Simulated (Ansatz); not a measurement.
# CH₅GeO radical: how energies converge with the basis set

The task here is to estimate one member of a computed series from the others.

Computed with Ansatz 0.2.0, Gaussian basis. Level: one geometry, several basis sets.

Plan: PBE0-D4/def2-SVP; ωB97M-V/def2-SVP; PBE0-D4/def2-QZVPP; ωB97M-V/def2-QZVPP; the functionals' def2-TZVPP values are taken from earlier runs.

## The geometry

All runs share one geometry, relaxed beforehand with PBE0-D4 in a triple-zeta def2 set.

SMILES `[CH3][GeH2][O]`, 8 atoms, charge 0, spin multiplicity 2.

Atoms are counted from 1 here; the program's logs count them from 0.

Bond lengths: C1–Ge2 1.949 Å, C1–H4 1.089 Å, C1–H5 1.089 Å, C1–H6 1.091 Å, Ge2–O3 1.797 Å, Ge2–H7 1.541 Å, Ge2–H8 1.541 Å. Angles: Ge2–C1–H4 109.9°, Ge2–C1–H5 109.9°, Ge2–C1–H6 109.1°, H4–C1–H5 109.5°, H4–C1–H6 109.2°, H5–C1–H6 109.2°, C1–Ge2–O3 103.1°, C1–Ge2–H7 112.5°, C1–Ge2–H8 112.5°, O3–Ge2–H7 108.9°, O3–Ge2–H8 108.9°, H7–Ge2–H8 110.6°.

The first run:

File in.yaml:

```yaml
crystal:
  periodic: [false, false, false]
  atoms:
    - {symbol: C, position_ang: [-0.579692, 0.781407, -0.327577]}
    - {symbol: Ge, position_ang: [0.510890, -0.749558, 0.187401]}
    - {symbol: O, position_ang: [1.125937, -0.282194, 1.810180]}
    - {symbol: H, position_ang: [0.035491, 1.679788, -0.365031]}
    - {symbol: H, position_ang: [-1.385039, 0.922604, 0.392447]}
    - {symbol: H, position_ang: [-1.007994, 0.597863, -1.314262]}
    - {symbol: H, position_ang: [1.707929, -0.964079, -0.758256]}
    - {symbol: H, position_ang: [-0.315522, -2.042932, 0.319296]}
basis:
  gaussian: {orbitals: def2-SVP}
magnetization: {spin_polarized: true, initial_magnetization: 1}
hamiltonian: {xc: pbe0, dispersion: d4}
output: {orbitals: {seedname: orbitals}}
```

Command:

```bash
ansatz run in.yaml --threads 2 --pin off --events-out ev --progress --plain --max-ram 22528MiB --backend cpu
```

Among the steps run: PBE0-D4 in def2-SVP; ωB97M-V in def2-SVP; PBE0-D4 in def2-QZVPP; ωB97M-V in def2-QZVPP.

One of the session's tables, all rows but one given; the rest of the session is left out.

It belongs to the step «Density functionals: the series». 

| functional | basis | HOMO (eV) | LUMO (eV) |
| --- | --- | --- | --- |
| PBE0-D4 | def2-SVP | ? | ? |
| PBE0-D4 | def2-TZVPP | -8.11 | -3.86 |
| PBE0-D4 | def2-QZVPP | -8.15 | -3.90 |
| ωB97M-V | def2-SVP | -10.29 | -1.37 |
| ωB97M-V | def2-TZVPP | -10.52 | -1.67 |
| ωB97M-V | def2-QZVPP | -10.56 | -1.74 |

**Question.** Estimate the row for PBE0-D4, def2-SVP.

As computed: HOMO (eV): -7.91; LUMO (eV): -3.64. In the column «HOMO (eV)» it is the highest.
